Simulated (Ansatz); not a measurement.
# Al2H4Se (SMILES [AlH2][AlH][SeH]): CAM-B3LYP/cc-pVDZ

Aim: the vertical singlet–triplet gap of Al2H4Se at CAM-B3LYP/cc-pVDZ, from 2 runs. 

The calculation is run with Ansatz 0.2.0.

51 further runs of the same task are left out: 51 set aside as unsound or not needed. Runs told in other sessions of the task aren't counted.

## Step 1: Starting point

The species is Al2H4Se (7 atoms), meant as a singlet with charge 0. SMILES: `[AlH2][AlH][SeH]`. The shape is that of a PBE0-D4/def2-TZVP optimisation. This is one conformer, not always the lowest.

Bond lengths: Al1–Al2 2.584 Å, Al2–Se3 2.331 Å, Al1–H4 1.593 Å, Al1–H5 1.593 Å, Al2–H6 1.591 Å, Se3–H7 1.469 Å. Angles: Al1–Al2–Se3 117.0°, Al1–Al2–H6 127.9°, Se3–Al2–H6 115.1°, Al2–Al1–H4 121.5°, Al2–Al1–H5 121.4°, Al2–Se3–H7 93.6°, H4–Al1–H5 117.1°.

## Step 2: The energy at CAM-B3LYP/cc-pVDZ

The input, molecule.yaml:

```yaml
crystal:
  periodic: [false, false, false]
  atoms:
    - {symbol: Al, position_ang: [-1.578100, 0.539600, -0.900300]}
    - {symbol: Al, position_ang: [0.683400, 0.231600, 0.310300]}
    - {symbol: Se, position_ang: [1.280700, -1.943000, 0.899300]}
    - {symbol: H, position_ang: [-1.688000, 0.476100, -2.487900]}
    - {symbol: H, position_ang: [-2.924300, 0.803000, -0.090900]}
    - {symbol: H, position_ang: [1.737000, 1.353100, 0.713600]}
    - {symbol: H, position_ang: [2.550600, -1.528300, 1.510400]}
basis:
  gaussian:
    orbitals: cc-pVDZ
hamiltonian:
  xc: {name: CAM-B3LYP}
accuracy: high
output:
  orbitals: {seedname: orbitals}
```

Started as:

```console
$ ansatz run molecule.yaml --threads 1 --pin off --max-ram 2610MiB --events-out events.jsonl --progress --plain --runs-dir runs
```

Log:

```text
Warning: RAYON_NUM_THREADS=1 ignored (pool sized by the plan → 1); use --threads N
Functional definition: CAM-B3LYP
  name "CAM-B3LYP"
  parameter alpha = 0.19
  parameter beta = 0.46
  parameter omega = 0.33/bohr
  parameter ac = 0.81
  exchange = (1 - alpha - beta)*b88_x + beta*b88_x_sr(omega) + alpha*exact_x + beta*exact_x_lr(omega)
  correlation = (1 - ac)*vwn5_c + ac*lyp_c
1807 factors; integrals over basis functions are off by at most 4.8e-9 eV
458 factors; integrals over basis functions are off by at most 1.5e-9 eV
mean field evaluation 1: about -78610.6064 eV, gradient 1.3e1 eV
mean field evaluation 2: about -78611.1341 eV, gradient 7.7e0 eV
mean field evaluation 4: about -78611.3270 eV, gradient 2.6e-1 eV
mean field evaluation 8: about -78611.3804 eV, gradient 2.4e-2 eV
mean field evaluation 16: about -78611.3804 eV, gradient 3.3e-6 eV
mean field -78611.38043708 eV, -2888.9149463552 hartree, gradient 4.5e-8 eV, S^2 0.000000; 0 other end points of the search recorded, 0 dependent functions left out
reference -78611.38045844 eV, -2888.9149471401 hartree; 32, 32 occupied and 51, 51 virtual orbitals, 1807 factors
Total energy: -78611.38045844 eV, -2888.9149471401 hartree
```

Wall time 11 s (1 thread of Arm Neoverse V2, shared host); peak memory 0.35 GiB.

## Step 3: The triplet at the same level

The input, in.yaml:

```yaml
crystal:
  periodic: [false, false, false]
  atoms:
    - {symbol: Al, position_ang: [-1.578100, 0.539600, -0.900300]}
    - {symbol: Al, position_ang: [0.683400, 0.231600, 0.310300]}
    - {symbol: Se, position_ang: [1.280700, -1.943000, 0.899300]}
    - {symbol: H, position_ang: [-1.688000, 0.476100, -2.487900]}
    - {symbol: H, position_ang: [-2.924300, 0.803000, -0.090900]}
    - {symbol: H, position_ang: [1.737000, 1.353100, 0.713600]}
    - {symbol: H, position_ang: [2.550600, -1.528300, 1.510400]}
basis:
  gaussian: {orbitals: cc-pVDZ}
magnetization: {spin_polarized: true, initial_magnetization: 2}
hamiltonian: {xc: {name: CAM-B3LYP}}
accuracy: high
output: {orbitals: {seedname: orbitals}}
```

Started as:

```console
$ ansatz run in.yaml --threads 1 --pin off --max-ram 2610MiB --events-out events.jsonl --progress --plain --runs-dir runs
```

Log, shortened:

```text
Warning: RAYON_NUM_THREADS=1 ignored (pool sized by the plan → 1); use --threads N
[... 2 set-up lines as earlier in the session ...]
[...]
1807 factors; integrals over basis functions are off by at most 4.8e-9 eV
458 factors; integrals over basis functions are off by at most 1.5e-9 eV
[...]
mean field -78608.26379278 eV, -2888.8004117898 hartree, gradient 6.4e-8 eV, S^2 2.004338; 4 other end points of the search recorded, 0 dependent functions left out
reference -78608.26381395 eV, -2888.8004125676 hartree; 33, 31 occupied and 50, 52 virtual orbitals, 1807 factors
Total energy: -78608.26381395 eV, -2888.8004125676 hartree
```

Run time: 36 s. Hardware: 1 thread of Arm Neoverse V2, shared host; peak memory 0.54 GiB.

## Step 4: Results

At CAM-B3LYP/cc-pVDZ:

```
                                        quantity           value
                           singlet: total energy  -2888.91495 Eh
                            singlet: HOMO energy        -8.28 eV
                            singlet: LUMO energy        -1.28 eV
                          singlet: HOMO–LUMO gap         7.00 eV
                           triplet: total energy  -2888.80041 Eh
     triplet: HOMO energy (highest over α and β)        -5.25 eV
      triplet: LUMO energy (lowest over α and β)        -4.38 eV
                                   triplet: ⟨S²⟩           2.004
vertical energy of the triplet above the singlet        3.117 eV
```

At this shape the triplet lies 3.12 eV (301 kJ/mol) above the singlet.
